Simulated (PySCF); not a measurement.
# [Dy(H2O)]3+: other functionals and bases at one geometry

How far do other levels of theory move the description of [Dy(H2O)]3+, and what does each cost? It is a constructed species; whether it can be made isn't addressed.

Computed with PySCF 2.14.0. Level: several levels, as the steps say, no spin–orbit coupling.

3 further runs of the same task are left out: 2 for a known fault of the program, 1 that didn't finish.

## 1. Where the work starts

4 atoms, charge 3, spin multiplicity 1.

Bond lengths: Dy1–O2 2.171 Å, O2–H3 1.003 Å, O2–H4 1.003 Å. Angles: Dy1–O2–H3 128.9°, Dy1–O2–H4 128.9°, H3–O2–H4 102.1°.

Coordinates:

```tsv
atom	x (Å)	y (Å)	z (Å)
Dy1	0.00000	0.00000	-0.06147
O2	0.00000	0.00000	2.10934
H3	0.78025	0.00000	2.73968
H4	-0.78025	0.00000	2.73968
```

Formal oxidation states: Dy +3. Each metal's 9 4f electrons lie in its core potential, so multiplicities, spins and levels count the valence alone. An earlier session relaxed this geometry at PBE0, Dy lcecp-1-SVP with ECP55, O def2-SVP, H def2-SVP (singlet, point group C2v).

At PBE0 on the finer grid: E = -112.008151 Eh, HOMO -28.27 eV, LUMO -20.71 eV, Mulliken charge on Dy1 +2.55 e, largest force component 0.005 eV/Å. 

Levels to run: M06-L; HF; B3LYP; BP86; PBE0, TZVP. Hardware: 2 threads of Arm Neoverse V1, shared host.

## 2. M06-L

File run.py (the lines that set the calculation):

```python
mol = gto.M(atom='''
Dy     0.00000     0.00000    -0.06147
O      0.00000     0.00000     2.10934
H      0.78025     0.00000     2.73968
H     -0.78025     0.00000     2.73968''',
    basis={'Dy': 'lcecp-1-SVP', 'O': 'def2-SVP', 'H': 'def2-SVP'},
    ecp={'Dy': 'lcecp-1-SVP'},
    charge=3, spin=0)
mf = dft.RKS(mol, xc='M06L')
mf.grids.atom_grid = (75, 302)  # f atoms: unpruned, at least (60, 302)
mf = mf.density_fit()  # fitting sets: Dy AutoAux, O def2-universal-JKFIT, H def2-universal-JKFIT
mf.conv_tol = 1e-08; mf.max_cycle = 55
mf.kernel(dm0)  # dm0: the density of the relaxed state
```

Started as:

```
$ OMP_NUM_THREADS=2 python run.py
```

The program printed:

```text
init E= -112.107468060966
  HOMO = -0.988317321893923  LUMO = -0.780106471214898  gap/eV = 5.66571
cycle= 1 E= -112.109144305443  delta_E= -0.00168  |g|= 0.0105  |ddm|= 0.127
  HOMO = -0.983315862178117  LUMO = -0.776764339442885  gap/eV = 5.62055
cycle= 2 E= -112.109139408099  delta_E= 4.9e-06  |g|= 0.0115  |ddm|= 0.0157
  HOMO = -0.985687654728249  LUMO = -0.77697057767778  gap/eV = 5.67948
cycle= 3 E= -112.109160205036  delta_E= -2.08e-05  |g|= 0.00416  |ddm|= 0.00936
  HOMO = -0.985034225755975  LUMO = -0.777363460447009  gap/eV = 5.65101
cycle= 4 E= -112.109163939045  delta_E= -3.73e-06  |g|= 0.0004  |ddm|= 0.00387
  HOMO = -0.985114118938991  LUMO = -0.777300955030306  gap/eV = 5.65488
cycle= 5 E= -112.10916399128  delta_E= -5.22e-08  |g|= 2.33e-05  |ddm|= 0.000532
  HOMO = -0.985112503040334  LUMO = -0.777300030251416  gap/eV = 5.65487
cycle= 6 E= -112.109163991404  delta_E= -1.23e-10  |g|= 4.46e-06  |ddm|= 2.1e-05
  HOMO = -0.985110345339987  LUMO = -0.777301144442825  gap/eV = 5.65478
Extra cycle  E= -112.109163991396  delta_E= 8.1e-12  |g|= 8.14e-06  |ddm|= 1.16e-05
converged SCF energy = -112.109163991396
```

Wall time 2.6 s (2 threads of Arm Neoverse V1, shared host).

Result: E = -112.109164 Eh, HOMO -26.81 eV, LUMO -21.15 eV, Mulliken charge on Dy1 +2.57 e, largest force component 0.304 eV/Å. 

## 3. HF

run.py (the lines that set the calculation): that of step 2 with these lines changed.

```diff
@@ -8,4 +8,3 @@
     charge=3, spin=0)
-mf = dft.RKS(mol, xc='M06L')
-mf.grids.atom_grid = (75, 302)  # f atoms: unpruned, at least (60, 302)
+mf = scf.RHF(mol)
 mf = mf.density_fit()  # fitting sets: Dy AutoAux, O def2-universal-JKFIT, H def2-universal-JKFIT
```

Started as:

```
$ OMP_NUM_THREADS=2 python run.py
```

The program printed:

```text
init E= -111.36885150691
  HOMO = -1.2088569922585  LUMO = -0.617145834033263  gap/eV = 16.10128
cycle= 1 E= -111.377314347785  delta_E= -0.00846  |g|= 0.0343  |ddm|= 0.235
  HOMO = -1.19522860719747  LUMO = -0.624195435726783  gap/eV = 15.53860
cycle= 2 E= -111.377714985069  delta_E= -0.000401  |g|= 0.0101  |ddm|= 0.0439
  HOMO = -1.19941293541572  LUMO = -0.62473278864244  gap/eV = 15.63784
cycle= 3 E= -111.37776045724  delta_E= -4.55e-05  |g|= 0.00622  |ddm|= 0.0135
  HOMO = -1.19746238474966  LUMO = -0.625069524609537  gap/eV = 15.57560
cycle= 4 E= -111.377771696798  delta_E= -1.12e-05  |g|= 0.001  |ddm|= 0.00629
  HOMO = -1.1976839124168  LUMO = -0.625171589443036  gap/eV = 15.57885
cycle= 5 E= -111.377772654036  delta_E= -9.57e-07  |g|= 0.000217  |ddm|= 0.00236
  HOMO = -1.1977590756248  LUMO = -0.625157588828686  gap/eV = 15.58128
cycle= 6 E= -111.377772690509  delta_E= -3.65e-08  |g|= 4.3e-05  |ddm|= 0.000442
  HOMO = -1.19776971927429  LUMO = -0.625157472645056  gap/eV = 15.58157
cycle= 7 E= -111.377772691551  delta_E= -1.04e-09  |g|= 7.26e-06  |ddm|= 6.83e-05
  HOMO = -1.1977690065517  LUMO = -0.625157204391252  gap/eV = 15.58156
Extra cycle  E= -111.377772691579  delta_E= -2.82e-11  |g|= 2.8e-06  |ddm|= 8.6e-06
converged SCF energy = -111.377772691579
```

It took 0.7 s on 2 threads of Arm Neoverse V1, shared host.

It gives: E = -111.377773 Eh, HOMO -32.59 eV, LUMO -17.01 eV, Mulliken charge on Dy1 +2.68 e, largest force component 1.668 eV/Å. 

## 4. B3LYP

run.py (the lines that set the calculation): that of step 3 with these lines changed.

```diff
@@ -8,3 +8,4 @@
     charge=3, spin=0)
-mf = scf.RHF(mol)
+mf = dft.RKS(mol, xc='B3LYP')
+mf.grids.atom_grid = (75, 302)  # f atoms: unpruned, at least (60, 302)
 mf = mf.density_fit()  # fitting sets: Dy AutoAux, O def2-universal-JKFIT, H def2-universal-JKFIT
```

Started as:

```
$ OMP_NUM_THREADS=2 python run.py
```

The program printed:

```text
init E= -112.106140002615
  HOMO = -1.02857967411948  LUMO = -0.776380951407814  gap/eV = 6.86268
cycle= 1 E= -112.106456907588  delta_E= -0.000317  |g|= 0.0173  |ddm|= 0.0551
  HOMO = -1.02432694238253  LUMO = -0.77604253230257  gap/eV = 6.75616
cycle= 2 E= -112.106364310197  delta_E= 9.26e-05  |g|= 0.0281  |ddm|= 0.0253
  HOMO = -1.02890929291539  LUMO = -0.775823408036491  gap/eV = 6.88682
cycle= 3 E= -112.106508691564  delta_E= -0.000144  |g|= 0.00168  |ddm|= 0.0177
  HOMO = -1.02853346098511  LUMO = -0.776067361135187  gap/eV = 6.86995
cycle= 4 E= -112.106509460659  delta_E= -7.69e-07  |g|= 6.35e-05  |ddm|= 0.00186
  HOMO = -1.02852371833287  LUMO = -0.776075035754698  gap/eV = 6.86948
cycle= 5 E= -112.106509462067  delta_E= -1.41e-09  |g|= 3.18e-05  |ddm|= 0.000111
  HOMO = -1.02853638979439  LUMO = -0.776068157955232  gap/eV = 6.87001
Extra cycle  E= -112.106509461838  delta_E= 2.29e-10  |g|= 4.88e-05  |ddm|= 5.98e-05
converged SCF energy = -112.106509461838
```

Wall time 2 s (2 threads of Arm Neoverse V1, shared host).

Result: E = -112.106509 Eh, HOMO -27.99 eV, LUMO -21.12 eV, Mulliken charge on Dy1 +2.53 e, largest force component 0.158 eV/Å. 

## 5. BP86

run.py (the lines that set the calculation): that of step 4 with these lines changed.

```diff
@@ -8,3 +8,3 @@
     charge=3, spin=0)
-mf = dft.RKS(mol, xc='B3LYP')
+mf = dft.RKS(mol, xc='B88,P86')
 mf.grids.atom_grid = (75, 302)  # f atoms: unpruned, at least (60, 302)
```

Started as:

```
$ OMP_NUM_THREADS=2 python run.py
```

The program printed:

```text
init E= -112.140015459009
  HOMO = -0.97279609027775  LUMO = -0.80334502504758  gap/eV = 4.61100
cycle= 1 E= -112.140445195804  delta_E= -0.00043  |g|= 0.0588  |ddm|= 0.164
  HOMO = -1.00358849146493  LUMO = -0.792499653924849  gap/eV = 5.74402
cycle= 2 E= -112.137111776033  delta_E= 0.00333  |g|= 0.142  |ddm|= 0.169
  HOMO = -0.984460063408232  LUMO = -0.796204251351133  gap/eV = 5.12270
cycle= 3 E= -112.141378476826  delta_E= -0.00427  |g|= 0.0097  |ddm|= 0.0951
  HOMO = -0.983166914291065  LUMO = -0.798107761521207  gap/eV = 5.03572
cycle= 4 E= -112.141414939826  delta_E= -3.65e-05  |g|= 0.00104  |ddm|= 0.0143
  HOMO = -0.982970537318273  LUMO = -0.798132074029867  gap/eV = 5.02971
cycle= 5 E= -112.141415170764  delta_E= -2.31e-07  |g|= 8.99e-05  |ddm|= 0.000891
  HOMO = -0.982968398734844  LUMO = -0.798123936259511  gap/eV = 5.02987
cycle= 6 E= -112.141415172438  delta_E= -1.67e-09  |g|= 1.9e-05  |ddm|= 9.94e-05
  HOMO = -0.982972077084213  LUMO = -0.798121639298533  gap/eV = 5.03004
Extra cycle  E= -112.141415172355  delta_E= 8.36e-11  |g|= 2.87e-05  |ddm|= 3.74e-05
converged SCF energy = -112.141415172355
```

It took 2.1 s on 2 threads of Arm Neoverse V1, shared host.

Result: E = -112.141415 Eh, HOMO -26.75 eV, LUMO -21.72 eV, Mulliken charge on Dy1 +2.49 e, largest force component 0.528 eV/Å. 

## 6. PBE0, TZVP

Basis: Dy lcecp-1-TZVP with ECP55, O def2-TZVP, H def2-TZVP. 

File run.py (the lines that set the calculation):

```python
mol = gto.M(atom='''
Dy     0.00000     0.00000    -0.06147
O      0.00000     0.00000     2.10934
H      0.78025     0.00000     2.73968
H     -0.78025     0.00000     2.73968''',
    basis={'Dy': 'lcecp-1-TZVP', 'O': 'def2-TZVP', 'H': 'def2-TZVP'},
    ecp={'Dy': 'lcecp-1-TZVP'},
    charge=3, spin=0)
mf = dft.RKS(mol, xc='PBE0')
mf.grids.atom_grid = (75, 302)  # f atoms: unpruned, at least (60, 302)
mf = mf.density_fit()  # fitting sets: Dy AutoAux, O def2-universal-JKFIT, H def2-universal-JKFIT
mf.conv_tol = 1e-08; mf.max_cycle = 55
mf.kernel(dm0)  # dm0: free metal ions and neutral atoms
```

Started as:

```
$ OMP_NUM_THREADS=2 python run.py
```

The program printed:

```text
init E= -102.032496690733
  HOMO = -1.74692885188212  LUMO = -1.06152215169892  gap/eV = 18.65087
cycle= 1 E= -109.432215835762  delta_E= -7.4  |g|=  4.4  |ddm|= 2.24
  HOMO = -0.789884664993942  LUMO = -0.785170794866613  gap/eV = 0.12827
cycle= 2 E= -98.3869285275566  delta_E=   11  |g|=  4.3  |ddm|= 3.57
  HOMO = -1.22869650933343  LUMO = -1.12878848273872  gap/eV = 2.71864
cycle= 3 E= -110.582949227536  delta_E= -12.2  |g|=  2.7  |ddm|= 3.78
  HOMO = -1.4877030076496  LUMO = -0.791213682480251  gap/eV = 18.95244
cycle= 4 E= -111.657529708447  delta_E= -1.07  |g|= 1.51  |ddm|= 1.32
  HOMO = -1.01481749546125  LUMO = -0.749196073512999  gap/eV = 7.22793
cycle= 5 E= -112.085821923751  delta_E= -0.428  |g|= 0.271  |ddm|= 0.956
  HOMO = -1.03417847909569  LUMO = -0.759008328135365  gap/eV = 7.48776
cycle= 6 E= -112.100188545616  delta_E= -0.0144  |g|= 0.0647  |ddm|= 0.226
  HOMO = -1.03670740140411  LUMO = -0.764035785855935  gap/eV = 7.41977
cycle= 7 E= -112.101078210316  delta_E= -0.00089  |g|= 0.01  |ddm|= 0.0651
  HOMO = -1.03762436808541  LUMO = -0.760280903817058  gap/eV = 7.54690
cycle= 8 E= -112.101103838633  delta_E= -2.56e-05  |g|= 0.0024  |ddm|= 0.0122
  HOMO = -1.03807333556487  LUMO = -0.760254482490609  gap/eV = 7.55984
cycle= 9 E= -112.101104862525  delta_E= -1.02e-06  |g|= 0.000282  |ddm|= 0.00107
  HOMO = -1.03813167622579  LUMO = -0.760240348430625  gap/eV = 7.56181
cycle= 10 E= -112.101104879768  delta_E= -1.72e-08  |g|= 3.72e-05  |ddm|= 0.000203
  HOMO = -1.03813238291873  LUMO = -0.760234864556215  gap/eV = 7.56198
cycle= 11 E= -112.101104880016  delta_E= -2.47e-10  |g|= 5.61e-06  |ddm|= 2.94e-05
  HOMO = -1.03812956177423  LUMO = -0.76023658635198  gap/eV = 7.56185
Extra cycle  E= -112.101104880009  delta_E= 6.31e-12  |g|= 8.72e-06  |ddm|= 8.93e-06
converged SCF energy = -112.101104880009
```

It took 6.8 s on 2 threads of Arm Neoverse V1, shared host.

It gives: E = -112.101105 Eh, HOMO -28.25 eV, LUMO -20.69 eV, Mulliken charge on Dy1 +2.63 e, largest force component 0.303 eV/Å. 

## 7. All levels side by side

| level | state | HOMO (eV) | gap (eV) | charge on Dy1 (e) | dipole (D) | largest force (eV/Å) | basis functions | time |
| --- | --- | --- | --- | --- | --- | --- | --- | --- |
| PBE0 (relaxed here) | singlet | -28.27 | 7.56 | 2.55 | 3.31 | 0.01 | 57 | 2.7 s |
| M06-L | singlet | -26.81 | 5.65 | 2.57 | 3.23 | 0.30 | 57 | 2.6 s |
| HF | singlet | -32.59 | 15.58 | 2.68 | 2.57 | 1.67 | 57 | 0.7 s |
| B3LYP | singlet | -27.99 | 6.87 | 2.53 | 3.38 | 0.16 | 57 | 2 s |
| BP86 | singlet | -26.75 | 5.03 | 2.49 | 3.65 | 0.53 | 57 | 2.1 s |
| PBE0, TZVP | singlet | -28.25 | 7.56 | 2.63 | 3.37 | 0.30 | 90 | 6.8 s |

Times are on 2 threads of Arm Neoverse V1, shared host; the first row also made further properties. The dipole of a charged species depends on the origin, so these sizes hold for this origin alone.

In one basis the HOMO–LUMO gap runs from 5.03 eV (BP86) to 15.58 eV (HF). The largest leftover force, 1.67 eV/Å with HF, stands at a geometry relaxed at another level. The Mulliken charge on Dy spans +2.49 to +2.68 e over the levels. With 4f in the core, its levels are missing from HOMO and gap. Total energies of different levels can't be compared. Spin–orbit coupling is left out throughout.
